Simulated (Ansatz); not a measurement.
# GaN: stiffness from strained cells

Aim: the elastic tensor from the stress of slightly strained cells, and the moduli that follow. Runs: cell and atoms relaxed (PAW); reference run (PAW); ions clamped (PAW); strain amplitude 0.08 (PAW).

Computed with Ansatz 0.2.0 (DFT r²SCAN, frozen-core PAW, scalar-relativistic unless said, unless a step's input says otherwise).

2 further runs of the same task are left out: 2 set aside as unsound or not needed.

## (1) Starting point

The structure is cubic, space group F-43m (No. 216). The conventional cell has a = 4.507 Å, b = 4.507 Å, c = 4.507 Å, α = 90.00°, β = 90.00°, γ = 90.00°. Ga (site symmetry -43m) is surrounded by 4 N at 1.95 Å. Around N (site symmetry -43m) lie 4 Ga at 1.95 Å.

Structure file:

```
Ga N
1.0
     0.00000    2.25350    2.25350
     2.25350    0.00000    2.25350
     2.25350    2.25350    0.00000
Ga N
1 1
Direct
  0.00000 0.00000 0.00000
  0.25000 0.25000 0.25000
```

Cartesian axes are those of the input's lattice vectors. The structure goes back to a database entry.

## (2) Cell and atoms relaxed, PAW

File input.yaml:

```yaml
crystal:
  lattice:
    - [0.0, 2.2535006075, 2.2535006075]
    - [2.2535006075, 0.0, 2.2535006075]
    - [2.2535006075, 2.2535006075, 0.0]
  atoms:
    - { symbol: Ga, position: [0.0, 0.0, 0.0] }
    - { symbol: "N", position: [0.25, 0.25, 0.25] }
kpoints:
  mp_grid: { grid: [18, 18, 18] }
scf:
  occupations: { method: fermi_dirac, width: 0.05 }
hamiltonian:
  xc: r2scan
  pseudopotentials: { kind: paw }
relax:
  f_tol: 0.002
  max_steps: 80
  cell: {}
output:
  forces: true
  stress: true
```

The run is started by

```
ansatz run input.yaml --threads 1 --pin off --max-ram 2560MiB --backend cpu --events-out ev --progress --plain --runs-dir out
```

## (3) Reference run, PAW

File input.yaml:

```yaml
crystal:
  lattice:
    - [0.0, 2.24894483806, 2.24894483806]
    - [2.24894483806, 0.0, 2.24894483806]
    - [2.24894483806, 2.24894483806, 0.0]
  atoms:
    - { symbol: Ga, position: [0.0, 0.0, 0.0] }
    - { symbol: "N", position: [0.25, 0.25, 0.25] }
kpoints:
  mp_grid: { grid: [10, 10, 10] }
scf:
  occupations: { method: fixed }
hamiltonian:
  xc: r2scan
  pseudopotentials: { kind: paw }
elastic:
  mode: relaxed_ion
  stencil: four_point
  amplitude: 0.003
```

## (4) Ions clamped, PAW

input.yaml, as its differences from that of step 3:

```diff
@@ -16,3 +16,3 @@
 elastic:
-  mode: relaxed_ion
+  mode: clamped_ion
   stencil: four_point
```

## (5) Strain amplitude 0.08, PAW

input.yaml, as its differences from that of step 4:

```diff
@@ -16,4 +16,4 @@
 elastic:
-  mode: clamped_ion
+  mode: relaxed_ion
   stencil: four_point
-  amplitude: 0.003
+  amplitude: 0.08
```

(Steps that only read results are left out.)

Before running it: what results should come out? Wanted: C11; C12; C44; bulk, shear and Young's modulus; Debye temperature from sound speeds; universal anisotropy index.

The runs gave:

```
                           quantity              value
                          C11 (PAW)            284 GPa
                          C12 (PAW)            153 GPa
                          C44 (PAW)            161 GPa
    bulk, shear and Young's modulus  197, 113, 284 GPa
Debye temperature from sound speeds              622 K
         universal anisotropy index               1.03
```

All eigenvalues are positive, so the crystal is mechanically stable; by PAW K = 197 and G = 113 GPa, K/G = 1.74, on the brittle side of Pugh's rough line at 1.75, which was drawn for metals. Young's modulus runs from 178 to 380 GPa with direction. Letting the ions relax lowers C44 most, from 200 to 161 GPa. Cautions: frozen-core PAW files fitted under PBE, their cores solved anew for the functional of the run; constants at zero field, no piezoelectric stiffening.
